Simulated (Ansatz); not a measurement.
# CH5OSi2 (charge +1): two geometries relaxed

Aim: relax the geometries before and after the shift of H7 from C2 to O3, and see whether they are two minima and how far apart in energy. SMILES of the start: [SiH2]=CO[SiH2+].

Program: Ansatz 0.2.0. Level of theory: RKS PBE0/def2-SVP. These are calculated values, not measurements.

## Step 1: Starting point

Bond lengths: Si1–C2 1.784 Å, C2–O3 1.371 Å, O3–Si4 1.554 Å, Si1–H5 1.447 Å, Si1–H6 1.452 Å, C2–H7 1.082 Å, Si4–H8 1.441 Å, Si4–H9 1.449 Å. Angles: Si1–C2–O3 121.9°, Si1–C2–H7 123.7°, O3–C2–H7 114.5°, C2–Si1–H5 118.0°, C2–Si1–H6 121.7°, H5–Si1–H6 120.4°, C2–O3–Si4 157.3°, O3–Si4–H8 108.0°, O3–Si4–H9 122.6°, H8–Si4–H9 129.3°.

Coordinates:

```xyz
9

Si   -0.1689    1.9313   -0.8107
C    -0.5533    0.2056   -0.5711
O     0.1390   -0.5730    0.3204
Si    0.5227   -1.8572    1.1060
H    -0.9532    2.6743   -1.7735
H     0.8950    2.5852   -0.0701
H    -1.3382   -0.3133   -1.1044
H     1.6180   -1.5324    1.9843
H    -0.1611   -3.1204    0.9191
```

## Step 2: Relaxing end A

The input, input.yaml:

```yaml
crystal:
  periodic: [false, false, false]
  atoms:
    - { symbol: Si, position_ang: [-0.1689, 1.93133, -0.81074] }
    - { symbol: C, position_ang: [-0.55326, 0.20559, -0.57111] }
    - { symbol: O, position_ang: [0.13897, -0.57301, 0.32042] }
    - { symbol: Si, position_ang: [0.52268, -1.85724, 1.10599] }
    - { symbol: H, position_ang: [-0.95319, 2.67429, -1.77346] }
    - { symbol: H, position_ang: [0.89501, 2.5852, -0.0701] }
    - { symbol: H, position_ang: [-1.33816, -0.31331, -1.10444] }
    - { symbol: H, position_ang: [1.61796, -1.53243, 1.98429] }
    - { symbol: H, position_ang: [-0.16111, -3.12044, 0.91914] }
total_charge: 1
basis:
  gaussian: { orbitals: def2-SVP }
hamiltonian:
  xc: pbe0
relax:
  f_tol: 0.02
  max_steps: 50
```

Run with:

```
$ ansatz run input.yaml --threads 2 --pin off --max-ram 3072MiB --backend cpu --events-out ev --progress --plain --runs-dir out
```

Log (excerpt; [...] marks lines left out):

```text
Warning: RAYON_NUM_THREADS=2 ignored (pool sized by the plan → 2); use --threads N
[...]
Functional definition: PBE0
[...]
923 factors; integrals over basis functions are off by at most 2.6e-4 eV
[...]
mean field -18893.32283948 eV, -694.3168079966 hartree, gradient 2.2e-5 eV, S^2 0.000000; 0 other end points of the search recorded, 0 dependent functions left out
[...]
reference -18893.32286799 eV, -694.3168090443 hartree; 23, 23 occupied and 66, 66 virtual orbitals, 923 factors
relax step   1: F+E_penalty+E_count = -18893.32283948 eV  Δ(F+E_penalty+E_count) = +0.000e0 eV  max|allowed force component| = 1.655e0 eV/Å  Δτ_max = 0.0000 Å  (25 SCF iters, accepted)
[...]
relax step   7: F+E_penalty+E_count = -18893.45908997 eV  Δ(F+E_penalty+E_count) = -1.234e-3 eV  max|allowed force component| = 2.200e-2 eV/Å  Δτ_max = 0.0124 Å  (26 SCF iters, accepted)
[...]
relax step   8: F+E_penalty+E_count = -18893.45912974 eV  Δ(F+E_penalty+E_count) = -3.977e-5 eV  max|allowed force component| = 4.047e-3 eV/Å  Δτ_max = 0.0061 Å  (24 SCF iters, accepted)
923 factors; integrals over basis functions are off by at most 2.7e-4 eV
[...]
mean field -18893.45912974 eV, -694.3218165715 hartree, gradient 9.0e-6 eV, S^2 0.000000; 1 other end points of the search recorded, 0 dependent functions left out
[...]
reference -18893.45915817 eV, -694.3218176161 hartree; 23, 23 occupied and 66, 66 virtual orbitals, 923 factors
Total energy: -18893.45915817 eV, -694.3218176161 hartree
Atom 0 at    -0.207209     1.931667    -0.845573 Å, force    -0.000637    -0.001560    -0.000239 eV/Å
Atom 1 at    -0.469875     0.242586    -0.507653 Å, force     0.000962     0.004047    -0.000129 eV/Å
Atom 2 at     0.282842    -0.435658     0.404283 Å, force     0.001154    -0.000734     0.001203 eV/Å
Atom 3 at     0.537987    -1.840311     1.113611 Å, force    -0.001052     0.000590    -0.001063 eV/Å
Atom 4 at    -1.079888     2.567758    -1.851726 Å, force     0.000957    -0.000041     0.000967 eV/Å
Atom 5 at     0.850430     2.693087    -0.148457 Å, force     0.000018     0.000437    -0.000131 eV/Å
Atom 6 at    -1.245766    -0.349012    -1.007727 Å, force    -0.001542    -0.003830    -0.000311 eV/Å
Atom 7 at     1.632117    -1.811842     2.093636 Å, force     0.000077    -0.000125     0.000069 eV/Å
Atom 8 at    -0.300638    -2.998296     0.749595 Å, force     0.000064     0.001215    -0.000365 eV/Å
Dipole moment:     0.116358    -0.572315     0.300255 e Å
```

It took 10 s on 2 threads of INTEL XEON PLATINUM 8581C at 2.10GHz (Emerald Rapids), shared host; peak memory 0.19 GiB.

The steps of the relaxation:

```
step  energy from step 1 (eV)  largest force component (eV/Å)
   1                   0.0000                          1.6546
   2                  -0.0991                          0.6970
   3                  -0.1191                          0.1351
   4                  -0.1280                          0.1277
   5                  -0.1302                          0.3091
   6                  -0.1350                          0.0887
   7                  -0.1363                          0.0220
   8                  -0.1363                          0.0040
```

Step 1 is the start.

After: Bond lengths: Si1–C2 1.742 Å, C2–O3 1.363 Å, O3–Si4 1.594 Å, Si1–H5 1.476 Å, Si1–H6 1.478 Å, C2–H7 1.096 Å, Si4–H8 1.469 Å, Si4–H9 1.475 Å. Angles: Si1–C2–O3 121.9°, Si1–C2–H7 122.8°, O3–C2–H7 115.3°, C2–Si1–H5 117.4°, C2–Si1–H6 121.1°, H5–Si1–H6 121.5°, C2–O3–Si4 145.5°, O3–Si4–H8 113.5°, O3–Si4–H9 119.4°, H8–Si4–H9 127.1°.

## Step 3: End point B

The second end starts from a geometry with the move made by hand.

input.yaml, as its differences from that of step 2:

```diff
@@ -9,3 +9,3 @@
     - { symbol: H, position_ang: [0.89501, 2.5852, -0.0701] }
-    - { symbol: H, position_ang: [-1.33816, -0.31331, -1.10444] }
+    - { symbol: H, position_ang: [0.51811, 0.34103, 0.35016] }
     - { symbol: H, position_ang: [1.61796, -1.53243, 1.98429] }
```

Run with:

```
$ ansatz run input.yaml --threads 2 --pin off --max-ram 3072MiB --backend cpu --events-out ev --progress --plain --runs-dir out
```

Log (excerpt; [...] marks lines left out):

```text
Warning: RAYON_NUM_THREADS=2 ignored (pool sized by the plan → 2); use --threads N
[...]
[... 1 set-up line as earlier in the session ...]
[...]
927 factors; integrals over basis functions are off by at most 2.7e-4 eV
[...]
mean field -18886.95215093 eV, -694.0826895108 hartree, gradient 3.1e-5 eV, S^2 0.000000; 2 other end points of the search recorded, 0 dependent functions left out
[...]
reference -18886.95217824 eV, -694.0826905144 hartree; 23, 23 occupied and 66, 66 virtual orbitals, 927 factors
relax step   1: F+E_penalty+E_count = -18886.95215093 eV  Δ(F+E_penalty+E_count) = +0.000e0 eV  max|allowed force component| = 3.401e0 eV/Å  Δτ_max = 0.0000 Å  (46 SCF iters, accepted)
[...]
relax step   5: F+E_penalty+E_count = -18887.83110283 eV  Δ(F+E_penalty+E_count) = -6.044e-2 eV  max|allowed force component| = 5.451e-1 eV/Å  Δτ_max = 0.1585 Å  (33 SCF iters, accepted)
[...]
relax step   9: F+E_penalty+E_count = -18888.91632679 eV  Δ(F+E_penalty+E_count) = -4.956e-1 eV  max|allowed force component| = 2.425e0 eV/Å  Δτ_max = 0.1945 Å  (32 SCF iters, accepted)
[...]
relax step  13: F+E_penalty+E_count = -18891.34172385 eV  Δ(F+E_penalty+E_count) = -5.059e-1 eV  max|allowed force component| = 1.792e0 eV/Å  Δτ_max = 0.1932 Å  (36 SCF iters, accepted)
[...]
relax step  15: F+E_penalty+E_count = -18892.19661722 eV  Δ(F+E_penalty+E_count) = -4.827e-1 eV  max|allowed force component| = 1.530e0 eV/Å  Δτ_max = 0.1911 Å  (33 SCF iters, accepted)
[...]
relax step  16: F+E_penalty+E_count = -18892.66586737 eV  Δ(F+E_penalty+E_count) = -4.693e-1 eV  max|allowed force component| = 1.690e0 eV/Å  Δτ_max = 0.1949 Å  (31 SCF iters, accepted)
[...]
927 factors; integrals over basis functions are off by at most 8.3e-4 eV
mean field -18892.93453957 eV, -694.3025382384 hartree, gradient 9.0e-6 eV, S^2 0.000000; 0 other end points of the search recorded, 0 dependent functions left out
[...]
reference -18892.93456797 eV, -694.3025392821 hartree; 23, 23 occupied and 66, 66 virtual orbitals, 927 factors
```

## Step 4: The log goes on: end point B relaxed

The log, continued (excerpt; [...] marks lines left out):

```text
relax step  17: F+E_penalty+E_count = -18892.93453957 eV  Δ(F+E_penalty+E_count) = -2.687e-1 eV  max|allowed force component| = 1.874e0 eV/Å  Δτ_max = 0.1950 Å  (31 SCF iters, accepted)
[...]
relax step  20: F+E_penalty+E_count = -18893.26957286 eV  Δ(F+E_penalty+E_count) = -8.465e-2 eV  max|allowed force component| = 4.369e-1 eV/Å  Δτ_max = 0.1984 Å  (29 SCF iters, accepted)
[...]
relax step  23: F+E_penalty+E_count = -18893.43172576 eV  Δ(F+E_penalty+E_count) = -4.059e-2 eV  max|allowed force component| = 1.140e-1 eV/Å  Δτ_max = 0.2000 Å  (29 SCF iters, accepted)
[...]
relax step  26: F+E_penalty+E_count = -18893.45673539 eV  Δ(F+E_penalty+E_count) = -4.271e-3 eV  max|allowed force component| = 6.743e-2 eV/Å  Δτ_max = 0.0606 Å  (25 SCF iters, accepted)
[...]
Total energy: -18893.45914895 eV, -694.3218172773 hartree
Atom 0 at    -0.048730     2.057178    -0.536326 Å, force     0.005546     0.000452    -0.000596 eV/Å
Atom 1 at    -0.036327     0.315591    -0.483761 Å, force    -0.000758     0.006344    -0.003865 eV/Å
Atom 2 at     0.377321    -0.369909     0.619465 Å, force    -0.001279    -0.006595     0.003558 eV/Å
Atom 3 at     0.609575    -1.813022     1.256294 Å, force     0.000575    -0.002520    -0.005804 eV/Å
Atom 4 at    -0.514184     2.696245    -1.782600 Å, force    -0.002163     0.000419     0.000144 eV/Å
Atom 5 at     0.394583     2.859119     0.623337 Å, force    -0.001688    -0.001347     0.000668 eV/Å
Atom 6 at    -0.358036    -0.305260    -1.328337 Å, force    -0.000475    -0.003457     0.001559 eV/Å
Atom 7 at     1.130659    -1.770776     2.629305 Å, force    -0.001036    -0.000201    -0.000355 eV/Å
Atom 8 at     0.301409    -3.014848     0.457213 Å, force     0.001279     0.006906     0.004691 eV/Å
Dipole moment:     0.100237    -0.588342     0.275702 e Å
```

Wall time 37 s (2 threads of INTEL XEON PLATINUM 8581C at 2.10GHz (Emerald Rapids), shared host); peak memory 0.19 GiB.

Step by step:

```csv
step,energy from step 1 (eV),largest force component (eV/Å)
1,0.0000,3.4008
2,-0.5310,1.7115
3,-0.7569,0.7300
4,-0.8185,0.7895
5,-0.8790,0.5451
6,-0.9738,0.6588
7,-1.1643,1.1673
8,-1.4686,1.8098
9,-1.9642,2.4254
10,-2.7095,2.8214
11,-3.5146,2.5932
12,-3.8837,2.4000
13,-4.3896,1.7918
14,-4.7618,2.3233
15,-5.2445,1.5297
16,-5.7137,1.6896
17,-5.9824,1.8736
18,-6.1228,1.2995
19,-6.2328,0.9569
20,-6.3174,0.4369
21,-6.3842,0.3390
22,-6.4390,0.2186
23,-6.4796,0.1140
24,-6.5003,0.1130
25x,-6.4982,0.3047
26,-6.5046,0.0674
27,-6.5068,0.0147
28,-6.5070,0.0069
```

Step 1 is the start. 1 step was tried and not accepted (marked x).

After: Bond lengths: Si1–C2 1.742 Å, C2–O3 1.363 Å, O3–Si4 1.594 Å, Si1–H5 1.476 Å, Si1–H6 1.478 Å, C2–H7 1.096 Å, Si4–H8 1.469 Å, Si4–H9 1.476 Å. Angles: Si1–C2–O3 122.0°, Si1–C2–H7 122.7°, O3–C2–H7 115.3°, C2–Si1–H5 117.4°, C2–Si1–H6 121.1°, H5–Si1–H6 121.5°, C2–O3–Si4 145.4°, O3–Si4–H8 113.5°, O3–Si4–H9 119.4°, H8–Si4–H9 127.1°.

Pairs that crossed the distance rule for bonds on the way: came closer C2–H7; moved apart O3–H7.

## Step 5: What came out

| quantity | value |
| --- | --- |
| end A | 7 moves, 0.136 eV lower |
| end B | 26 moves, 6.507 eV lower |
| largest difference between the ends | 0.00 Å |
| end B relative to end A | +0.000 eV |

In words: Both starts fell into the same minimum (no atom differs by more than 0.00 Å), so from this start no second minimum was found and no band was run; another arrangement could still be one.
